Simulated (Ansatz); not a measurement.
# C4H13GaO3Si: small, medium and large basis sets

An exercise on one series of results from a longer session: the logs are not shown, and one member is left open.

The runs use Ansatz 0.2.0, Gaussian basis; one geometry, several basis sets.

Plan: PBE0-D4/def2-SVP; ωB97M-V/def2-SVP; PBE0-D4/def2-QZVPP; ωB97M-V/def2-QZVPP; the functionals' def2-TZVPP values are taken from earlier runs.

## The relaxed structure

An earlier PBE0-D4 in a triple-zeta def2 set relaxation fixed the geometry.

SMILES `C[O][Ga]([O][SiH3])[O]C(C)C`, 22 atoms, charge 0, spin multiplicity 1.

Atoms are counted from 1 here; the program's logs count them from 0.

Bond lengths: C1–O2 1.408 Å, C1–H10 1.097 Å, C1–H11 1.096 Å, C1–H12 1.093 Å, O2–Ga3 1.775 Å, Ga3–O4 1.766 Å, Ga3–O6 1.761 Å, O4–Si5 1.628 Å, Si5–H13 1.490 Å, Si5–H14 1.490 Å, Si5–H15 1.485 Å, O6–C7 1.423 Å, C7–C8 1.514 Å, C7–C9 1.516 Å, C7–H16 1.099 Å, C8–H17 1.091 Å, C8–H18 1.093 Å, C8–H19 1.093 Å and more. Angles: O2–C1–H10 113.0°, O2–C1–H11 111.6°, O2–C1–H12 108.3°, H10–C1–H11 108.0°, H10–C1–H12 107.7°, H11–C1–H12 108.1°, C1–O2–Ga3 123.1°, O2–Ga3–O4 121.5°, O2–Ga3–O6 121.0°, O4–Ga3–O6 117.5°, Ga3–O4–Si5 142.3°, O4–Si5–H13 111.2°, O4–Si5–H14 111.0°, O4–Si5–H15 109.0°, H13–Si5–H14 107.9°, H13–Si5–H15 108.9°, H14–Si5–H15 108.9°, Ga3–O6–C7 122.3° and more.

The first run:

in.yaml

```yaml
crystal:
  periodic: [false, false, false]
  atoms:
    - {symbol: C, position_ang: [1.075191, 2.634232, -0.872288]}
    - {symbol: O, position_ang: [0.227608, 1.670161, -0.292692]}
    - {symbol: Ga, position_ang: [0.686621, -0.033449, -0.100840]}
    - {symbol: O, position_ang: [2.226173, -0.647734, -0.709734]}
    - {symbol: Si, position_ang: [3.604081, -0.175453, -1.437886]}
    - {symbol: O, position_ang: [-0.375905, -1.171100, 0.721502]}
    - {symbol: C, position_ang: [-1.668353, -0.801967, 1.190007]}
    - {symbol: C, position_ang: [-2.207506, -1.980804, 1.971282]}
    - {symbol: C, position_ang: [-2.573966, -0.415138, 0.037205]}
    - {symbol: H, position_ang: [1.593521, 2.266434, -1.766498]}
    - {symbol: H, position_ang: [1.832414, 2.985727, -0.162178]}
    - {symbol: H, position_ang: [0.466358, 3.492123, -1.170709]}
    - {symbol: H, position_ang: [4.247912, 0.945635, -0.696493]}
    - {symbol: H, position_ang: [3.340706, 0.287319, -2.829758]}
    - {symbol: H, position_ang: [4.544038, -1.324155, -1.483008]}
    - {symbol: H, position_ang: [-1.579182, 0.059293, 1.867600]}
    - {symbol: H, position_ang: [-1.528334, -2.242329, 2.784285]}
    - {symbol: H, position_ang: [-3.187001, -1.748609, 2.395983]}
    - {symbol: H, position_ang: [-2.308350, -2.849769, 1.316239]}
    - {symbol: H, position_ang: [-2.663694, -1.248385, -0.665096]}
    - {symbol: H, position_ang: [-3.573624, -0.158226, 0.396195]}
    - {symbol: H, position_ang: [-2.178726, 0.456203, -0.493138]}
basis:
  gaussian: {orbitals: def2-SVP}
hamiltonian: {xc: pbe0, dispersion: d4}
output: {orbitals: {seedname: orbitals}}
```

Steps of the session up to this table: PBE0-D4 in def2-SVP; ωB97M-V in def2-SVP; PBE0-D4 in def2-QZVPP; ωB97M-V in def2-QZVPP.

One of the session's tables, all rows but one given; the rest of the session is left out.

It belongs to the step «Functionals by basis». 

```
functional       basis  HOMO (eV)
   PBE0-D4    def2-SVP          ?
   PBE0-D4  def2-TZVPP      -7.94
   PBE0-D4  def2-QZVPP      -7.97
   ωB97M-V    def2-SVP     -10.23
   ωB97M-V  def2-TZVPP     -10.35
   ωB97M-V  def2-QZVPP     -10.38
```

Estimate the missing values for PBE0-D4, def2-SVP.

The run gave: HOMO (eV): -7.84. In the column «HOMO (eV)» it is the highest.
